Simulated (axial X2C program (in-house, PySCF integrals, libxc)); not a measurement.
# All-electron X2C curves of BaCa⁺

What are the state, bond length, wavenumber and bond energy of BaCa⁺, and what does spin–orbit coupling change?

The runs use an in-house X2C program for linear molecules on PySCF integrals; all-electron X2C, Ba dyall-v3z, Ca dyall-v3z.

All values are calculated.

### 1 Set-up

Contents of task.json:

```json
{
 "zs": [
  56,
  20
 ],
 "q": 1,
 "bas": [
  "dyall-v3z",
  "dyall-v3z"
 ],
 "levels": [
  "PBE0",
  "HF",
  "r2SCAN",
  "B3LYP"
 ],
 "cc": false,
 "r0": 3.67,
 "npts": 10,
 "nst": 2,
 "ntry": 6
}
```

Keys: zs atomic numbers; q charge; bas basis sets; levels methods (HF also brings MP2); cc coupled cluster on or off; r0 starting distance in Å; npts points asked for on the curve; nst determinants followed; ntry starts of the search.

Command:

```
$ python so2c.py task.json out
```

Spin-free means the one-electron spin-free X2C Hamiltonian; two-component (2c) means X2C with spin–orbit coupling and atomic mean-field two-electron Coulomb and Gaunt terms. Basis: Ba dyall-v3z contracted to [14s14p9d3f], Ca dyall-v3z contracted to [11s12p4d3f]; Gaussian nuclei, density fitting. Masses: Ba 137.905 u, Ca 39.963 u.

Notation: σ, π±, δ± give the projection m of an orbital's angular momentum (0, ±1, ±2), α and β its spin, Λ and M_S the sums; ω is the projection of a spinor's total angular momentum and Ω the sum. Logs are in hartree.

The results follow Hamiltonian by Hamiltonian and level by level.

### 2 Search for the lowest determinant

PBE0 moves the distance from 3.670 Å to 4.261 Å and compares determinants there.

Spin-free determinants:

```json
{"ΔE (eV)": "0.00", "state": "M_S = 1/2, Λ = 0", "open shells": "beyond closed shells: σα"}
{"ΔE (eV)": "0.45", "state": "M_S = 1/2, Λ = 1", "open shells": "beyond closed shells: π+α"}
{"ΔE (eV)": "0.78", "state": "M_S = 1/2, Λ = 2", "open shells": "beyond closed shells: δ+α"}
{"ΔE (eV)": "1.31", "state": "M_S = 3/2, Λ = 1", "open shells": "beyond closed shells: 2 × σα, π+α"}
{"ΔE (eV)": "1.35", "state": "M_S = 3/2, Λ = 0", "open shells": "beyond closed shells: 3 × σα"}
{"ΔE (eV)": "1.81", "state": "M_S = 1/2, Λ = 1", "open shells": "beyond closed shells: 2 × σα, π+β"}
```

Two-component determinants:

```
ΔE (eV)    state                                  open shells
   0.00  Ω = 1/2                excess of +ω over −ω: ω = 1/2
   0.46  Ω = 3/2                excess of +ω over −ω: ω = 3/2
   0.82  Ω = 5/2                excess of +ω over −ω: ω = 5/2
   1.32  Ω = 5/2   excess of +ω over −ω: 2 × ω = 1/2, ω = 3/2
   1.35  Ω = 3/2            excess of +ω over −ω: 3 × ω = 1/2
   1.82  Ω = 1/2  excess of +ω over −ω: 2 × ω = -1/2, ω = 3/2
   2.02  Ω = 7/2   excess of +ω over −ω: 2 × ω = 1/2, ω = 5/2
```

### 3 PBE0, spin-free

State followed: M_S = 1/2, Λ = 0 (beyond closed shells: σα). The scan is laid around 4.261 Å, a first estimate of the minimum, and this SCF restarts from the orbitals of the search.

The SCF at the reference distance of 4.261 Å:

```text
spin-free X2C-1e  PBE0
basis functions 210  fitting functions 933  grid points 5811
iter        total energy     max residual
   1      -8814.570003258     3.46e-05
   2      -8814.570003282     2.47e-05
   3      -8814.570003292     5.19e-06
   4      -8814.570003293     2.49e-06
converged
one-electron -12299.71106141  Coulomb 3581.74830980  exact exchange -58.06927177  xc functional -177.63173167  nuclear repulsion 139.09375176
```

Along the bond, energies from the lowest point:

```csv
R (Å),E (eV),μ (D),HOMO (eV),LUMO (eV),iterations
3.707,0.2004,3.34,-6.99,-5.51,36
3.877,0.0823,3.28,-7.01,-5.44,18
4.005,0.0317,3.26,-7.03,-5.47,15
4.133,0.0061,3.26,-7.05,-5.49,13
4.261,0.0000,3.26,-7.08,-5.52,4
4.410,0.0113,3.26,-7.11,-5.55,14
4.559,0.0368,3.25,-7.14,-5.58,11
4.751,0.0831,3.21,-7.17,-5.62,11
4.985,0.1510,3.12,-7.22,-5.67,12
```

Dipoles are positive if Ca is the positive end and refer to the centre of mass.

Outer orbitals at the reference distance:

```
symmetry  occupied  ε (eV)              atomic character
     π-α       yes  -34.39                     100% Ca p
     π+α       yes  -34.39                     100% Ca p
     π-β       yes  -34.35                     100% Ca p
     π+β       yes  -34.35                     100% Ca p
      σα       yes  -34.32                     100% Ca p
      σβ       yes  -34.28                     100% Ca p
     π+α       yes  -24.48                     100% Ba p
     π-α       yes  -24.48                     100% Ba p
     π+β       yes  -24.37                     100% Ba p
     π-β       yes  -24.37                     100% Ba p
      σα       yes  -24.37                     100% Ba p
      σβ       yes  -24.34                     100% Ba p
      σα       yes   -8.42   63% Ca s, 24% Ba s, 6% Ba p
      σβ       yes   -8.36  52% Ca s, 20% Ba s, 10% Ba d
      σα       yes   -7.08  55% Ba s, 16% Ca s, 14% Ca p
      σβ        no   -5.52  46% Ba s, 24% Ca s, 20% Ca p
      σα        no   -5.22   66% Ba d, 23% Ca p, 5% Ca s
     π+α        no   -5.21   73% Ba d, 18% Ca p, 6% Ca d
     π-α        no   -5.21   73% Ba d, 18% Ca p, 6% Ca d
```

PBE0 fields in the half plane through the axis: z from -2.4 to 6.6 Å across, distance from the axis 0.15 to 2.25 Å upwards; Ba lies at z = 0 and Ca at z = 4.261 Å; the ELF is damped to zero where the density is low.

log10 density (e/bohr³). Ten even steps from '0' (-3.79 ) to '9' (1.83 ):
```
0001111111111111111111111111000
0011122222221111112222221111100
0111222232222222222222222221110
0112233333332222222222332222110
1112334444433222222333443322211
1122345555543333333345554332211
1123455676554333333456665432211
1123456898654333333456976532221
```

ELF. Ten even steps from '0' (0.03 ) to '9' (0.96 ):
```
0246665543322222356778888886310
1454432221111245678876667898741
3432111221100147898632112579973
3311113454200148997200000137986
2100147788730049994001321014898
2101477545762139982037886202698
1002684363474139961179688511589
1013772777275138960382818710489
```

Re = 4.244 Å, ωe = 90.6 cm⁻¹, ωexe = 0.318 cm⁻¹, Be = 0.03021 cm⁻¹, De = 0.851 eV, μ = 3.26 D.

### 4 HF, spin-free

The SCF at the reference distance of 4.261 Å:

```text
spin-free X2C-1e  HF
basis functions 210  fitting functions 933  grid points 5811
iter        total energy     max residual
   1      -8811.146086922     4.14e-01
   2      -8811.169603702     7.38e-03
   3      -8811.171242866     1.95e-02
   4      -8811.172559695     1.57e-02
   5      -8811.173210519     3.67e-03
   6      -8811.173529663     4.22e-03
   7      -8811.173621261     3.20e-03
   8      -8811.173645119     5.27e-04
   9      -8811.173654759     6.98e-04
  10      -8811.173656664     4.17e-04
  11      -8811.173657149     6.58e-05
  12      -8811.173657337     1.11e-04
  13      -8811.173657443     1.09e-04
  14      -8811.173657478     3.58e-05
  15      -8811.173657487     7.26e-06
  16      -8811.173657490     1.35e-05
  17      -8811.173657491     5.99e-06
  18      -8811.173657491     9.58e-07
converged
one-electron -12297.37125281  Coulomb 3579.43854606  exact exchange -232.33470250  xc functional 0.00000000  nuclear repulsion 139.09375176
```

Re = 4.570 Å, ωe = 76.8 cm⁻¹, ωexe = 0.197 cm⁻¹, Be = 0.02605 cm⁻¹, De = 0.669 eV, μ = 3.54 D. ⟨S²⟩ = 1.15 against 0.75 for a pure state, so this determinant mixes spins.

### 5 r2SCAN, spin-free

The SCF at the reference distance of 4.261 Å:

```text
spin-free X2C-1e  r2SCAN
basis functions 210  fitting functions 933  grid points 5811
iter        total energy     max residual
   1      -8815.035795950     1.80e-01
   2      -8815.039515151     3.51e-03
   3      -8815.039686713     1.12e-02
   4      -8815.039787014     2.94e-03
   5      -8815.039866948     4.32e-03
   6      -8815.039894095     2.86e-03
   7      -8815.039902200     5.03e-04
   8      -8815.039905105     4.42e-04
   9      -8815.039906310     4.88e-04
  10      -8815.039907108     1.49e-04
  11      -8815.039907368     1.14e-04
  12      -8815.039907448     9.32e-05
  13      -8815.039907474     1.71e-05
  14      -8815.039907477     5.68e-06
converged
one-electron -12299.18054997  Coulomb 3581.22674045  exact exchange 0.00000000  xc functional -236.17984971  nuclear repulsion 139.09375176
```

Re = 4.266 Å, ωe = 89.6 cm⁻¹, ωexe = 0.323 cm⁻¹, Be = 0.0299 cm⁻¹, De = 0.888 eV, μ = 3.42 D. ⟨S²⟩ = 0.90 against 0.75 for a pure state, so this determinant mixes spins.

### 6 B3LYP, spin-free

The SCF at the reference distance of 4.261 Å:

```text
spin-free X2C-1e  B3LYP
basis functions 210  fitting functions 933  grid points 5811
iter        total energy     max residual
   1      -8815.220390505     1.10e-01
   2      -8815.222533729     2.04e-03
   3      -8815.222584249     7.63e-03
   4      -8815.222654785     1.41e-03
   5      -8815.222667784     5.90e-04
   6      -8815.222674655     7.09e-04
   7      -8815.222675998     1.40e-04
   8      -8815.222676615     1.63e-04
   9      -8815.222676948     1.94e-04
  10      -8815.222677068     5.64e-05
  11      -8815.222677089     1.29e-05
  12      -8815.222677091     6.91e-06
converged
one-electron -12299.86073385  Coulomb 3581.89265611  exact exchange -46.45192420  xc functional -189.89642691  nuclear repulsion 139.09375176
```

Re = 4.289 Å, ωe = 83.8 cm⁻¹, ωexe = 0.359 cm⁻¹, Be = 0.02958 cm⁻¹, De = 0.730 eV, μ = 3.36 D.

### 7 Correlated methods, spin-free

Correlated methods: 19 electrons correlated (frozen shells, counted by type: Ba 4 s, 3 p, 2 d; Ca 2 s, 1 p), 293 virtual spinors in MP2.

MP2: No constants are quoted: the reference is strongly spin-contaminated.

### 8 A higher determinant, spin-free

State: M_S = 1/2, Λ = 1 (beyond closed shells: π+α).

Output at the reference distance:

```text
spin-free X2C-1e  PBE0
basis functions 210  fitting functions 933  grid points 5811
iter        total energy     max residual
   1      -8814.553465353     2.83e-05
   2      -8814.553465370     2.90e-05
   3      -8814.553465384     4.40e-06
   4      -8814.553465385     3.08e-06
converged
one-electron -12302.17229698  Coulomb 3584.29466725  exact exchange -58.08408605  xc functional -177.68550137  nuclear repulsion 139.09375176
```

```csv
R (Å),E above the lowest PBE0 point (eV)
3.707,0.261
3.877,0.292
4.005,0.335
4.133,0.389
4.261,0.450
4.410,0.524
4.559,0.598
4.751,0.690
4.985,0.791
```

No constants are quoted: the lowest point is the short end of the scan.

### 9 The spin-free curves together

Energy (eV) of the followed determinant, spin-free, from each level's lowest point:

```csv
R (Å),PBE0,HF,MP2 (spin-contaminated),r2SCAN,B3LYP
3.707,0.200,0.452,0.192,0.214,0.214
3.877,0.082,0.257,0.077,0.092,0.093
4.005,0.032,0.156,0.029,0.038,0.040
4.133,0.006,0.085,0.005,0.009,0.011
4.261,0.000,0.039,0.000,0.000,0.000
4.410,0.011,0.009,0.012,0.009,0.005
4.559,0.037,0.000,0.038,0.032,0.023
4.751,0.083,0.010,0.086,0.076,0.060
4.985,0.151,0.045,0.155,0.142,0.114
```

### 10 PBE0, 2c

State followed: Ω = 1/2 (excess of +ω over −ω: ω = 1/2). The scan is laid around 4.261 Å, a first estimate of the minimum, and this SCF restarts from the orbitals of the search.

Output at 4.261 Å:

```text
two-component X2C + atomic mean field  PBE0
basis functions 210  fitting functions 933  grid points 5811
iter        total energy     max residual
   1      -8811.119479556     1.28e-05
   2      -8811.119479561     8.22e-06
converged
one-electron -12289.01615409  Coulomb 3579.77599473  exact exchange -58.03621917  xc functional -177.53852451  nuclear repulsion 139.09375176  atomic mean-field constant -5.39832828
```

Along the bond, energies from the lowest point:

```csv
R (Å),E (eV),μ (D),HOMO (eV),LUMO (eV),iterations
3.707,0.1985,3.37,-6.99,-5.53,38
3.877,0.0814,3.30,-7.01,-5.44,18
4.005,0.0311,3.28,-7.03,-5.47,15
4.133,0.0059,3.28,-7.05,-5.49,13
4.261,0.0000,3.28,-7.08,-5.52,2
4.410,0.0115,3.28,-7.11,-5.55,14
4.559,0.0372,3.27,-7.14,-5.58,11
4.751,0.0836,3.23,-7.17,-5.62,11
4.985,0.1517,3.13,-7.22,-5.67,12
```

Dipoles are positive if Ca is the positive end and refer to the centre of mass.

Outer spinors at the reference distance:

| ω | occupied | ε (eV) | atomic character | λ mixture |
| --- | --- | --- | --- | --- |
| -1/2 | yes | -34.60 | 100% Ca p | 77% π, 23% σ |
| 1/2 | yes | -34.58 | 100% Ca p | 70% π, 30% σ |
| 3/2 | yes | -34.26 | 100% Ca p | 100% π |
| -3/2 | yes | -34.22 | 100% Ca p | 100% π |
| 1/2 | yes | -34.20 | 100% Ca p | 70% σ, 30% π |
| -1/2 | yes | -34.18 | 100% Ca p | 77% σ, 23% π |
| -1/2 | yes | -25.83 | 100% Ba p | 70% π, 30% σ |
| 1/2 | yes | -25.78 | 100% Ba p | 67% π, 33% σ |
| 3/2 | yes | -23.80 | 100% Ba p | 100% π |
| -1/2 | yes | -23.70 | 100% Ba p | 70% σ, 30% π |
| 1/2 | yes | -23.69 | 100% Ba p | 67% σ, 33% π |
| -3/2 | yes | -23.68 | 100% Ba p | 100% π |
| 1/2 | yes | -8.42 | 63% Ca s, 24% Ba s, 6% Ba p | 100% σ |
| -1/2 | yes | -8.36 | 52% Ca s, 20% Ba s, 10% Ba d | 100% σ |
| 1/2 | yes | -7.08 | 55% Ba s, 16% Ca s, 14% Ca p | 100% σ |
| -1/2 | no | -5.52 | 46% Ba s, 24% Ca s, 20% Ca p | 100% σ |
| 1/2 | no | -5.24 | 66% Ba d, 22% Ca p, 5% Ca d | 91% σ, 9% π |
| -1/2 | no | -5.23 | 73% Ba d, 17% Ca p, 6% Ca d | 98% π, 2% σ |
| 3/2 | no | -5.19 | 73% Ba d, 18% Ca p, 6% Ca d | 100% π |

PBE0 fields in the half plane through the axis: z from -2.4 to 6.6 Å across, distance from the axis 0.15 to 2.25 Å upwards; Ba lies at z = 0 and Ca at z = 4.261 Å; the ELF is damped to zero where the density is low.

log10 density (e/bohr³). Ten even steps from '0' (-3.79 ) to '9' (1.83 ):
```
0001111111111111111111111111000
0011122222221111112222221111100
0111222232222222222222222221110
0112233333332222222222332222110
1112334444433222222333443322211
1122345555543333333345554332211
1123455676554333333456665432211
1123456898654333333456976532221
```

ELF. Ten even steps from '0' (0.03 ) to '9' (0.96 ):
```
0246665543322222356778888886310
1454432221111245678876667898741
3432111221100147898632112579973
3311113454200148997200000137986
2100147788630049994001321014898
2101477545762139982037886202698
1002684363474139961179688511589
1013772777275138960382818710489
```

Re = 4.242 Å, ωe = 90.6 cm⁻¹, ωexe = 0.318 cm⁻¹, Be = 0.03023 cm⁻¹, De = 0.853 eV, μ = 3.28 D.

### 11 HF, 2c

Output at 4.261 Å:

```text
two-component X2C + atomic mean field  HF
basis functions 210  fitting functions 933  grid points 5811
iter        total energy     max residual
   1      -8807.689612553     4.66e-01
   2      -8807.713161868     7.38e-03
   3      -8807.714808267     2.19e-02
   4      -8807.716129359     1.78e-02
   5      -8807.716785482     3.71e-03
   6      -8807.717107409     4.76e-03
   7      -8807.717199977     3.62e-03
   8      -8807.717223891     5.68e-04
   9      -8807.717233675     7.97e-04
  10      -8807.717235659     4.83e-04
  11      -8807.717236208     6.37e-05
  12      -8807.717236447     1.45e-04
  13      -8807.717236600     1.53e-04
  14      -8807.717236663     5.63e-05
  15      -8807.717236687     1.53e-05
  16      -8807.717236700     3.75e-05
  17      -8807.717236708     2.67e-05
  18      -8807.717236713     7.06e-06
  19      -8807.717236716     8.93e-06
  20      -8807.717236717     1.00e-05
  21      -8807.717236717     4.19e-06
  22      -8807.717236718     8.43e-07
converged
one-electron -12286.67451252  Coulomb 3577.46432193  exact exchange -232.20246960  xc functional 0.00000000  nuclear repulsion 139.09375176  atomic mean-field constant -5.39832828
```

Re = 4.569 Å, ωe = 76.8 cm⁻¹, ωexe = 0.197 cm⁻¹, Be = 0.02607 cm⁻¹, De = 0.670 eV, μ = 3.54 D.

### 12 r2SCAN, 2c

Output at 4.261 Å:

```text
two-component X2C + atomic mean field  r2SCAN
basis functions 210  fitting functions 933  grid points 5811
iter        total energy     max residual
   1      -8811.574743834     1.79e-01
   2      -8811.578563728     3.48e-03
   3      -8811.578736513     1.10e-02
   4      -8811.578838305     2.87e-03
   5      -8811.578919832     4.24e-03
   6      -8811.578947732     2.81e-03
   7      -8811.578956093     5.13e-04
   8      -8811.578959058     4.49e-04
   9      -8811.578960315     4.97e-04
  10      -8811.578961144     1.48e-04
  11      -8811.578961419     1.19e-04
  12      -8811.578961505     9.56e-05
  13      -8811.578961533     1.73e-05
  14      -8811.578961537     6.05e-06
converged
one-electron -12288.48839048  Coulomb 3579.25728072  exact exchange 0.00000000  xc functional -236.04327525  nuclear repulsion 139.09375176  atomic mean-field constant -5.39832828
```

Re = 4.265 Å, ωe = 89.6 cm⁻¹, ωexe = 0.323 cm⁻¹, Be = 0.02992 cm⁻¹, De = 0.890 eV, μ = 3.44 D.

### 13 B3LYP, 2c

Output at 4.261 Å:

```text
two-component X2C + atomic mean field  B3LYP
basis functions 210  fitting functions 933  grid points 5811
iter        total energy     max residual
   1      -8811.770955517     1.10e-01
   2      -8811.773097873     2.05e-03
   3      -8811.773148694     7.66e-03
   4      -8811.773219492     1.42e-03
   5      -8811.773232686     5.99e-04
   6      -8811.773239684     7.21e-04
   7      -8811.773241059     1.39e-04
   8      -8811.773241692     1.67e-04
   9      -8811.773242043     2.00e-04
  10      -8811.773242171     5.86e-05
  11      -8811.773242194     1.36e-05
  12      -8811.773242196     7.89e-06
converged
one-electron -12289.16408834  Coulomb 3579.91859166  exact exchange -46.42547786  xc functional -189.79769113  nuclear repulsion 139.09375176  atomic mean-field constant -5.39832828
```

Re = 4.287 Å, ωe = 83.9 cm⁻¹, ωexe = 0.358 cm⁻¹, Be = 0.0296 cm⁻¹, De = 0.732 eV, μ = 3.38 D.

### 14 Correlated methods, 2c

Correlated methods: 19 electrons correlated (frozen shells, counted by type: Ba 4 s, 3 p, 2 d; Ca 2 s, 1 p), 295 virtual spinors in MP2.

MP2: No constants are quoted: the reference is strongly spin-contaminated.

### 15 A higher determinant, 2c

State: Ω = 3/2 (excess of +ω over −ω: ω = 3/2).

Output at the reference distance:

```text
two-component X2C + atomic mean field  PBE0
basis functions 210  fitting functions 933  grid points 5811
iter        total energy     max residual
   1      -8811.102512927     2.19e-05
   2      -8811.102512933     9.99e-06
converged
one-electron -12291.45738881  Coulomb 3582.30226790  exact exchange -58.05095964  xc functional -177.59185585  nuclear repulsion 139.09375176  atomic mean-field constant -5.39832828
```

```csv
R (Å),E above the lowest PBE0 point (eV)
3.707,0.274
3.877,0.303
4.005,0.347
4.133,0.401
4.261,0.462
4.410,0.536
4.559,0.610
4.751,0.702
4.985,0.804
```

No constants are quoted: the lowest point is the short end of the scan.

### 16 The 2c curves together

Energy (eV) of the followed determinant, 2c, from each level's lowest point:

```csv
R (Å),PBE0,HF,MP2 (spin-contaminated),r2SCAN,B3LYP
3.707,0.198,0.449,0.194,0.213,0.212
3.877,0.081,0.256,0.078,0.091,0.092
4.005,0.031,0.155,0.029,0.037,0.039
4.133,0.006,0.085,0.005,0.009,0.010
4.261,0.000,0.039,0.000,0.000,0.000
4.410,0.012,0.009,0.012,0.009,0.005
4.559,0.037,0.000,0.039,0.032,0.024
4.751,0.084,0.010,0.086,0.076,0.060
4.985,0.152,0.045,0.155,0.143,0.115
```

Time for the job: 6 min (1 thread of Arm Neoverse N1, shared host); peak memory 0.46 GiB.

### 17 Results

Lowest determinant that the search found at its distance, spin-free: M_S = 1/2, Λ = 0 (beyond closed shells: σα).

Lowest determinant that the search found at its distance, 2c: Ω = 1/2 (excess of +ω over −ω: ω = 1/2).

```
Hamiltonian   level  Re (Å)  ωe (cm⁻¹)  De (eV)  μ (D)
  spin-free    PBE0   4.244       90.6    0.851   3.26
  spin-free      HF   4.570       76.8    0.669   3.54
  spin-free  r2SCAN   4.266       89.6    0.888   3.42
  spin-free   B3LYP   4.289       83.8    0.730   3.36
         2c    PBE0   4.242       90.6    0.853   3.28
         2c      HF   4.569       76.8    0.670   3.54
         2c  r2SCAN   4.265       89.6    0.890   3.44
         2c   B3LYP   4.287       83.9    0.732   3.38
```

Dipoles are positive if Ca is the positive end and refer to the centre of mass. No constants: spin-free MP2 (the reference is strongly spin-contaminated); 2c MP2 (the reference is strongly spin-contaminated). Spin-free ⟨S²⟩ is off its pure value at HF 1.15, r2SCAN 0.90.

Time per point (s) on 1 thread of Arm Neoverse N1, shared host (2c runs); the times are rough: PBE0 2.8, HF 2.6, r2SCAN 2.5, B3LYP 3.

At PBE0, going from spin-free to two-component changes Re by -2 mÅ, ωe by 0.0 %, which is small (part of it comes from the scalar share of the two-electron terms). De moves by 0.00 eV; both De rest on single-determinant atoms, which can miss part of an open shell's spin–orbit lowering.

De refers to Ba+ + Ca, each in the lowest determinant found, which need not be this curve's own limit. The state is a single determinant with fixed occupations, the lowest that a limited PBE0 search found. Dissociation energies refer to the lowest single-determinant-based atoms at the same level and basis. Density functionals use the spin component along the axis (collinear). The meta-GGAs lack a current-density term, which matters for open shells with orbital currents, atoms included. The spin-free determinant is spin-contaminated at some levels.
